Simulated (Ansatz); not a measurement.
**C2H9ClGeSi: single points with varied inputs**

Aim: run C2H9ClGeSi under a spread of inputs, and see what each costs and gives.

Method: the settings change from run to run; program: Ansatz 0.2.0, Gaussian basis.

### 1 The geometry

The geometry comes from an earlier relaxation with PBE0-D4 in a triple-zeta def2 set; it is a stationary point, not always the lowest conformer.

14 atoms, charge 0, spin multiplicity 1.

Atoms are counted from 1 here; the program's logs count them from 0.

Bond lengths: C1–Si2 1.864 Å, C1–H6 1.094 Å, C1–H7 1.093 Å, C1–H8 1.092 Å, Si2–C3 1.864 Å, Si2–Cl4 2.078 Å, Si2–Ge5 2.382 Å, C3–H9 1.093 Å, C3–H10 1.092 Å, C3–H11 1.094 Å, Ge5–H12 1.542 Å, Ge5–H13 1.538 Å, Ge5–H14 1.538 Å. Angles: Si2–C1–H6 110.2°, Si2–C1–H7 110.4°, Si2–C1–H8 111.1°, H6–C1–H7 108.4°, H6–C1–H8 108.3°, H7–C1–H8 108.3°, C1–Si2–C3 111.5°, C1–Si2–Cl4 107.7°, C1–Si2–Ge5 111.5°, C3–Si2–Cl4 107.7°, C3–Si2–Ge5 111.5°, Cl4–Si2–Ge5 106.7°, Si2–C3–H9 110.4°, Si2–C3–H10 111.1°, Si2–C3–H11 110.2°, H9–C3–H10 108.3°, H9–C3–H11 108.4°, H10–C3–H11 108.3° and more.

### 2 B97/ANO-RCC-VTZP

The input, in.yaml:

```yaml
crystal:
  periodic: [false, false, false]
  atoms:
    - {symbol: C, position_ang: [-1.775685, 0.530905, 0.290462]}
    - {symbol: Si, position_ang: [-0.000356, 0.410889, -0.264979]}
    - {symbol: C, position_ang: [1.171121, 1.019213, 1.051204]}
    - {symbol: Cl, position_ang: [0.225636, 1.635370, -1.928565]}
    - {symbol: Ge, position_ang: [0.546350, -1.799476, -0.964006]}
    - {symbol: H, position_ang: [-1.942868, -0.105930, 1.163776]}
    - {symbol: H, position_ang: [-2.020772, 1.560715, 0.562753]}
    - {symbol: H, position_ang: [-2.457590, 0.213947, -0.500916]}
    - {symbol: H, position_ang: [0.934060, 2.050495, 1.325028]}
    - {symbol: H, position_ang: [2.205412, 0.985913, 0.703545]}
    - {symbol: H, position_ang: [1.089391, 0.396955, 1.946921]}
    - {symbol: H, position_ang: [0.435187, -2.786223, 0.215591]}
    - {symbol: H, position_ang: [1.986016, -1.864981, -1.501119]}
    - {symbol: H, position_ang: [-0.408902, -2.276992, -2.070896]}
basis:
  gaussian: {orbitals: ANO-RCC-VTZP}
hamiltonian: {xc: {name: B97}}
```

Command:

```bash
> ansatz run in.yaml --threads 4 --pin off --events-out ev --progress --plain --max-ram 11315MiB
```

Log:

```text
Functional definition: B97
  name "B97"
  cite "Becke, J. Chem. Phys. 107, 8554 (1997) doi:10.1063/1.475007"
  parameter cx = 0.1943
  parameter cx0 = 0.8094
  parameter cx1 = 0.5073
  parameter cx2 = 0.7481
  parameter css0 = 0.1737
  parameter css1 = 2.3487
  parameter css2 = -2.4868
  parameter cos0 = 0.9454
  parameter cos1 = 0.7471
  parameter cos2 = -4.5961
  exchange = spin_sum(e_x_unif_s*poly(b97_u_x, cx0, cx1, cx2)) + cx*exact_x
  correlation = spin_sum(e_c_pw_same_spin*poly(b97_u_same, css0, css1, css2))
      + integral(e_c_pw_opposite_spin*poly(b97_u_opposite, cos0, cos1, cos2))
2171 factors; their error is unknown
mean field evaluation 1: about -79775.7782 eV, gradient 7.1e1 eV
mean field evaluation 2: about -79769.3513 eV, gradient 8.1e1 eV
mean field evaluation 4: about -79786.8006 eV, gradient 4.7e0 eV
mean field evaluation 8: about -79786.8386 eV, gradient 5.7e-2 eV
mean field evaluation 16: about -79787.0769 eV, gradient 5.8e-5 eV
mean field -79787.07687470 eV, -2932.1209935221 hartree, gradient 5.8e-5 eV, S^2 0.000000; 0 other end points of the search recorded, 0 dependent functions left out
reference -79787.07693107 eV, -2932.1209955936 hartree; 42, 42 occupied and 255, 255 virtual orbitals, 2171 factors
Total energy: -79787.07693107 eV, -2932.1209955936 hartree
Relativity: scalar
```

It took 18 s on 4 threads of Intel Xeon Platinum 8375C at 2.90GHz, shared host; peak memory 1.2 GiB.

### 3 RPA/def2-mTZVP

This run has charge -1, multiplicity 2, a point charge of 1.00 e beside it, correlated electrons set to outside_noble_gas.

in.yaml, as its differences from that of step 2:

```diff
@@ -18,3 +18,6 @@
 basis:
-  gaussian: {orbitals: ANO-RCC-VTZP}
-hamiltonian: {xc: {name: B97}}
+  gaussian: {orbitals: def2-mTZVP, point_charges: [{charge: 1.00, position_ang: [6.587, 0.390, -0.707]}]}
+total_charge: -1
+magnetization: {spin_polarized: true, initial_magnetization: 1}
+hamiltonian: {xc: {name: HF}}
+correlation: {method: rpa, electrons: outside_noble_gas}
```

Same command.

Log, cut to the lines that bear on the results:

```text
Functional definition: HF
  name "HF"
  cite "Fock, Z. Phys. 61, 126 (1930) doi:10.1007/BF01340294"
  parent pbe
[...]
1383 factors; integrals over basis functions are off by at most 1.1e-3 eV
[...]
mean field -79045.08801932 eV, -2904.8534060250 hartree, gradient 2.3e-6 eV, S^2 0.753709; 11 other end points of the search recorded, 0 dependent functions left out
26 core orbitals not correlated: weight in the atoms' cores, before any rotation towards them, 0.999 or more for the frozen orbitals, at most 0.000 for the correlated occupied ones
reference -79045.08801932 eV, -2904.8534060250 hartree; 17, 16 occupied and 102, 103 virtual orbitals, 1383 factors
Total energy: -79064.68169981 eV, -2905.5734605018 hartree
```

It took 17 s on 4 threads of Intel Xeon Platinum 8375C at 2.90GHz, shared host; peak memory 0.53 GiB.

⟨S²⟩ 0.754.

### 4 BHLYP/aug-cc-pVDZ

in.yaml, as its differences from that of step 3:

```diff
@@ -18,6 +18,3 @@
 basis:
-  gaussian: {orbitals: def2-mTZVP, point_charges: [{charge: 1.00, position_ang: [6.587, 0.390, -0.707]}]}
-total_charge: -1
-magnetization: {spin_polarized: true, initial_magnetization: 1}
-hamiltonian: {xc: {name: HF}}
-correlation: {method: rpa, electrons: outside_noble_gas}
+  gaussian: {orbitals: aug-cc-pVDZ}
+hamiltonian: {xc: {name: BHLYP}}
```

The command is unchanged.

Log:

```text
Functional definition: BHLYP
  name "BHLYP"
  cite "Becke, J. Chem. Phys. 98, 1372 (1993) doi:10.1063/1.464304"
  cite "Becke, Phys. Rev. A 38, 3098 (1988) doi:10.1103/PhysRevA.38.3098"
  cite "Lee, Yang & Parr, Phys. Rev. B 37, 785 (1988) doi:10.1103/PhysRevB.37.785"
  parameter a = 0.5
  exchange = (1 - a)*b88_x + a*exact_x
  correlation = lyp_c
2425 factors; their error is unknown
mean field evaluation 1: about -79130.6543 eV, gradient 5.6e1 eV
mean field evaluation 2: about -79132.5934 eV, gradient 4.6e1 eV
mean field evaluation 4: about -79138.1943 eV, gradient 1.5e0 eV
mean field evaluation 8: about -79138.1993 eV, gradient 7.8e-2 eV
mean field evaluation 16: about -79138.9766 eV, gradient 2.2e-5 eV
mean field -79138.97663136 eV, -2908.3037488776 hartree, gradient 2.2e-5 eV, S^2 0.000000; 0 other end points of the search recorded, 0 dependent functions left out
reference -79138.97691216 eV, -2908.3037591968 hartree; 42, 42 occupied and 175, 175 virtual orbitals, 2425 factors
Total energy: -79138.97691216 eV, -2908.3037591968 hartree
```

Run time: 4.5 s. Hardware: 4 threads of Intel Xeon Platinum 8375C at 2.90GHz, shared host; peak memory 0.83 GiB.

### 5 r2SCAN/cc-pVDZ

Options: density fitting with cc-pVTZ-jkfit, the search for lower states set to light.

in.yaml, as its differences from that of step 4:

```diff
@@ -18,3 +18,5 @@
 basis:
-  gaussian: {orbitals: aug-cc-pVDZ}
-hamiltonian: {xc: {name: BHLYP}}
+  gaussian: {orbitals: cc-pVDZ, fitting: {mean_field: cc-pVTZ-jkfit}}
+hamiltonian: {xc: {name: r2SCAN}}
+scf: {lower_state_search: light}
+output: {forces: true}
```

Launched as before.

Log, cut to the lines that bear on the results:

```text
Functional definition: r2SCAN
  name "r2SCAN"
  cite "Furness, Kaplan, Ning, Perdew & Sun, J. Phys. Chem. Lett. 11, 8208 (2020) doi:10.1021/acs.jpclett.0c02405"
  cite "Furness, Kaplan, Ning, Perdew & Sun, J. Phys. Chem. Lett. 11, 9248 (2020) doi:10.1021/acs.jpclett.0c03077"
  parent r2scan
[...]
877 factors; integrals over basis functions are off by at most 5.8e-2 eV
[...]
mean field -79137.49570181 eV, -2908.2493257204 hartree, gradient 5.6e-5 eV, S^2 0.000000; 0 other end points of the search recorded, 0 dependent functions left out
[...]
reference -79137.49571397 eV, -2908.2493261671 hartree; 42, 42 occupied and 94, 94 virtual orbitals, 877 factors
Total energy: -79137.49571397 eV, -2908.2493261671 hartree
Atom 0 at    -1.775685     0.530905     0.290462 Å, force     0.051932    -0.006970    -0.021849 eV/Å
[...]
Atom 4 at     0.546350    -1.799476    -0.964006 Å, force    -0.003037     0.003482     0.010209 eV/Å
Atom 5 at    -1.942868    -0.105930     1.163776 Å, force    -0.056696    -0.180022     0.250877 eV/Å
Atom 6 at    -2.020772     1.560715     0.562753 Å, force    -0.077435     0.302715     0.083494 eV/Å
Atom 7 at    -2.457590     0.213947    -0.500916 Å, force    -0.207000    -0.091954    -0.226869 eV/Å
Atom 8 at     0.934060     2.050495     1.325028 Å, force    -0.066719     0.304558     0.085765 eV/Å
Atom 9 at     2.205412     0.985913     0.703545 Å, force     0.306510    -0.006957    -0.094614 eV/Å
Atom 10 at     1.089391     0.396955     1.946921 Å, force    -0.017026    -0.173102     0.261021 eV/Å
Atom 11 at     0.435187    -2.786223     0.215591 Å, force     0.002212    -0.023841     0.004117 eV/Å
Atom 12 at     1.986016    -1.864981    -1.501119 Å, force     0.012976    -0.009716    -0.009069 eV/Å
Atom 13 at    -0.408902    -2.276992    -2.070896 Å, force    -0.002829    -0.012265    -0.014316 eV/Å
Dipole moment:    -0.107271    -0.043056     0.443877 e Å
```

Wall time 2.6 s (4 threads of Intel Xeon Platinum 8375C at 2.90GHz, shared host).

Largest force 0.631 eV/Å, dipole 2.20 D.

### 6 RPBE/def2-SVPD

Set apart from the defaults: D3(BJ) with three-body dispersion.

in.yaml, as its differences from that of step 5:

```diff
@@ -18,5 +18,3 @@
 basis:
-  gaussian: {orbitals: cc-pVDZ, fitting: {mean_field: cc-pVTZ-jkfit}}
-hamiltonian: {xc: {name: r2SCAN}}
-scf: {lower_state_search: light}
-output: {forces: true}
+  gaussian: {orbitals: def2-SVPD}
+hamiltonian: {xc: {name: RPBE}, dispersion: d3bjatm}
```

The command is unchanged.

Log:

```text
Functional definition: RPBE
  name "RPBE"
  cite "Hammer, Hansen & Nørskov, Phys. Rev. B 59, 7413 (1999) doi:10.1103/PhysRevB.59.7413"
  cite "Perdew, Burke & Ernzerhof, Phys. Rev. Lett. 77, 3865 (1996) doi:10.1103/PhysRevLett.77.3865"
  parameter kappa = 0.804
  parameter beta = 0.06672455060314922
  exchange = rpbe_x(kappa = kappa, mu = beta*pi^2/3)
  correlation = pbe_c(beta = beta)
1827 factors; their error is unknown
mean field evaluation 1: about -79110.0404 eV, gradient 7.2e1 eV
mean field evaluation 2: about -79093.1974 eV, gradient 1.0e2 eV
mean field evaluation 4: about -79122.1514 eV, gradient 6.5e0 eV
mean field evaluation 8: about -79122.2721 eV, gradient 1.6e-1 eV
mean field evaluation 16: about -79122.2124 eV, gradient 2.5e-4 eV
mean field -79122.21237924 eV, -2907.6876739755 hartree, gradient 7.2e-5 eV, S^2 0.000000; 0 other end points of the search recorded, 0 dependent functions left out
reference -79122.21243799 eV, -2907.6876761342 hartree; 42, 42 occupied and 159, 159 virtual orbitals, 1827 factors
Total energy: -79124.29888951 eV, -2907.7643518133 hartree
```

Run time: 2.7 s. Hardware: 4 threads of Intel Xeon Platinum 8375C at 2.90GHz, shared host; peak memory 0.32 GiB.

### 7 B2PLYP/def2-TZVPD

Set apart from the defaults: charge +1, multiplicity 2, the search for lower states set to full.

in.yaml, as its differences from that of step 6:

```diff
@@ -18,3 +18,7 @@
 basis:
-  gaussian: {orbitals: def2-SVPD}
-hamiltonian: {xc: {name: RPBE}, dispersion: d3bjatm}
+  gaussian: {orbitals: def2-TZVPD}
+total_charge: 1
+magnetization: {spin_polarized: true, initial_magnetization: 1}
+hamiltonian: {xc: {name: B2PLYP}}
+scf: {lower_state_search: full}
+output: {forces: true}
```

Launched as before.

Log, cut to the lines that bear on the results:

```text
Functional definition: B2PLYP
  name "B2PLYP"
  cite "Grimme, J. Chem. Phys. 124, 034108 (2006) doi:10.1063/1.2148954"
  cite "Becke, Phys. Rev. A 38, 3098 (1988) doi:10.1103/PhysRevA.38.3098"
  cite "Lee, Yang & Parr, Phys. Rev. B 37, 785 (1988) doi:10.1103/PhysRevB.37.785"
[...]
2020 factors; integrals over basis functions are off by at most 8.8e-4 eV
[...]
mean field -79106.22693787 eV, -2907.1002198403 hartree, gradient 6.1e-6 eV, S^2 0.757498; 6 other end points of the search recorded, 0 dependent functions left out
21 core orbitals not correlated: weight in the atoms' cores, before any rotation towards them, 1.000 or more for the frozen orbitals, at most 0.000 for the correlated occupied ones
reference -79106.22714878 eV, -2907.1002275911 hartree; 21, 20 occupied and 256, 257 virtual orbitals, 2020 factors
second order -29.83716030 eV of doubles, -0.00000000 eV of singles
[...]
Atom 4 at     0.546350    -1.799476    -0.964006 Å, force     0.770425    -2.923195    -1.108942 eV/Å
Atom 5 at    -1.942868    -0.105930     1.163776 Å, force     0.025196     0.014443    -0.047573 eV/Å
Atom 6 at    -2.020772     1.560715     0.562753 Å, force     0.345893     0.111220    -0.104584 eV/Å
Atom 7 at    -2.457590     0.213947    -0.500916 Å, force    -0.068408     0.040807     0.080915 eV/Å
Atom 8 at     0.934060     2.050495     1.325028 Å, force    -0.270198     0.009337    -0.264650 eV/Å
Atom 9 at     2.205412     0.985913     0.703545 Å, force     0.006349     0.053546     0.100023 eV/Å
Atom 10 at     1.089391     0.396955     1.946921 Å, force    -0.002867     0.009547    -0.055212 eV/Å
Atom 11 at     0.435187    -2.786223     0.215591 Å, force    -0.168584     0.585554     0.284092 eV/Å
Atom 12 at     1.986016    -1.864981    -1.501119 Å, force    -0.079638     0.540572     0.146811 eV/Å
Atom 13 at    -0.408902    -2.276992    -2.070896 Å, force    -0.168639     0.528858     0.123894 eV/Å
Dipole moment:    -0.105746    -0.076777     0.460043 e Å
```

Wall time 1.8 min (4 threads of Intel Xeon Platinum 8375C at 2.90GHz, shared host); peak memory 1.9 GiB.

Largest force 3.743 eV/Å, ⟨S²⟩ 0.757.

### 8 SVWN5/cc-pVTZ-DK

Set apart from the defaults: density fitting with def2-universal-jkfit.

in.yaml, as its differences from that of step 7:

```diff
@@ -18,7 +18,4 @@
 basis:
-  gaussian: {orbitals: def2-TZVPD}
-total_charge: 1
-magnetization: {spin_polarized: true, initial_magnetization: 1}
-hamiltonian: {xc: {name: B2PLYP}}
-scf: {lower_state_search: full}
+  gaussian: {orbitals: cc-pVTZ-DK, fitting: {mean_field: def2-universal-jkfit}}
+hamiltonian: {xc: {name: SVWN5}}
 output: {forces: true}
```

The command is unchanged.

Log, cut to the lines that bear on the results:

```text
Functional definition: SVWN5
  name "SVWN5"
  cite "Dirac, Proc. Camb. Phil. Soc. 26, 376 (1930) doi:10.1017/S0305004100016108"
  cite "Slater, Phys. Rev. 81, 385 (1951) doi:10.1103/PhysRev.81.385"
  cite "Vosko, Wilk & Nusair, Can. J. Phys. 58, 1200 (1980) doi:10.1139/p80-159"
[...]
834 factors; integrals over basis functions are off by at most 1.1e0 eV
[...]
mean field -79609.55214628 eV, -2925.5970800832 hartree, gradient 6.9e-5 eV, S^2 0.000000; 0 other end points of the search recorded, 0 dependent functions left out
[...]
reference -79609.55219304 eV, -2925.5970818018 hartree; 42, 42 occupied and 255, 255 virtual orbitals, 834 factors
Total energy: -79609.55219304 eV, -2925.5970818018 hartree
Relativity: scalar
Atom 0 at    -1.775685     0.530905     0.290462 Å, force     0.343251    -0.037002    -0.117547 eV/Å
[...]
Atom 4 at     0.546350    -1.799476    -0.964006 Å, force    -0.047010     0.192305     0.058279 eV/Å
Atom 5 at    -1.942868    -0.105930     1.163776 Å, force    -0.025765    -0.156001     0.205160 eV/Å
Atom 6 at    -2.020772     1.560715     0.562753 Å, force    -0.035046     0.259055     0.059370 eV/Å
Atom 7 at    -2.457590     0.213947    -0.500916 Å, force    -0.149943    -0.080620    -0.202443 eV/Å
Atom 8 at     0.934060     2.050495     1.325028 Å, force    -0.077254     0.252123     0.048057 eV/Å
Atom 9 at     2.205412     0.985913     0.703545 Å, force     0.244097    -0.015253    -0.100785 eV/Å
Atom 10 at     1.089391     0.396955     1.946921 Å, force    -0.028365    -0.156286     0.204469 eV/Å
Atom 11 at     0.435187    -2.786223     0.215591 Å, force     0.010095     0.063228    -0.090771 eV/Å
Atom 12 at     1.986016    -1.864981    -1.501119 Å, force    -0.107931     0.000104     0.037281 eV/Å
Atom 13 at    -0.408902    -2.276992    -2.070896 Å, force     0.075254     0.031699     0.079899 eV/Å
Dipole moment:    -0.102763    -0.033385     0.420454 e Å
```

Wall time 2.8 s (4 threads of Intel Xeon Platinum 8375C at 2.90GHz, shared host); peak memory 0.54 GiB.

Largest force 0.365 eV/Å, dipole 2.09 D.

### 9 revPBE/6-31G

This run has D3(BJ) dispersion.

in.yaml, as its differences from that of step 8:

```diff
@@ -18,4 +18,3 @@
 basis:
-  gaussian: {orbitals: cc-pVTZ-DK, fitting: {mean_field: def2-universal-jkfit}}
-hamiltonian: {xc: {name: SVWN5}}
-output: {forces: true}
+  gaussian: {orbitals: 6-31G}
+hamiltonian: {xc: {name: revPBE}, dispersion: d3bj}
```

The command is unchanged.

Log:

```text
Functional definition: revPBE
  name "revPBE"
  cite "Zhang & Yang, Phys. Rev. Lett. 80, 890 (1998) doi:10.1103/PhysRevLett.80.890"
  cite "Perdew, Burke & Ernzerhof, Phys. Rev. Lett. 77, 3865 (1996) doi:10.1103/PhysRevLett.77.3865"
  parameter kappa = 1.245
  parameter beta = 0.06672455060314922
  exchange = pbe_x(kappa = kappa, mu = beta*pi^2/3)
  correlation = pbe_c(beta = beta)
1072 factors; integrals over basis functions are off by at most 4.4e-4 eV
mean field evaluation 1: about -79109.8953 eV, gradient 6.4e1 eV
mean field evaluation 2: about -79098.9777 eV, gradient 8.5e1 eV
mean field evaluation 4: about -79119.7724 eV, gradient 3.9e0 eV
mean field evaluation 8: about -79119.7945 eV, gradient 4.8e-2 eV
mean field -79119.79446749 eV, -2907.5988173575 hartree, gradient 7.1e-5 eV, S^2 0.000000; 0 other end points of the search recorded, 0 dependent functions left out
reference -79119.79451811 eV, -2907.5988192175 hartree; 42, 42 occupied and 49, 49 virtual orbitals, 1072 factors
Total energy: -79120.65930211 eV, -2907.6305994433 hartree
```

It took 1.1 s on 4 threads of Intel Xeon Platinum 8375C at 2.90GHz, shared host.

### 10 All runs side by side

```csv
level,charge,multiplicity,geometry,functions,energy (eV),time
B97/ANO-RCC-VTZP,0,1,relaxed,297,-79787.077,18 s
RPA/def2-mTZVP,-1,2,"relaxed, point charge",145,-79064.682,17 s
BHLYP/aug-cc-pVDZ,0,1,relaxed,217,-79138.977,4.5 s
r2SCAN/cc-pVDZ,0,1,relaxed,136,-79137.496,2.6 s
RPBE/def2-SVPD,0,1,relaxed,201,-79124.299,2.7 s
B2PLYP/def2-TZVPD,1,2,relaxed,298,-79114.283,1.8 min
SVWN5/cc-pVTZ-DK,0,1,relaxed,297,-79609.552,2.8 s
revPBE/6-31G,0,1,relaxed,91,-79120.659,1.1 s
```

### 11 What came out

| quantity | value |
| --- | --- |
| runs | 8 |
| quickest | revPBE/6-31G, 1.1 s |
| slowest | B2PLYP/def2-TZVPD, 1.8 min |
| spread of total energies, same state and geometry | 666.4 eV |
| dipole, same state and geometry | 2.09 to 2.20 D |

B2PLYP/def2-TZVPD took 95 times as long as revPBE/6-31G. The jobs differ in tasks and options as well as level. Total energies at one charge and spin differ by 666 eV between levels, so only differences within one level mean anything. Some of these runs are scalar-relativistic and others not, which shifts the totals of all-electron atoms past neon by several eV an atom and more; core potentials, where a basis has them, take the core out of the total altogether. At the PBE0-D4/def2-TZVP geometry and in the same state, the sound runs without point charges leave forces up to 0.63 eV/Å (r2SCAN/cc-pVDZ).
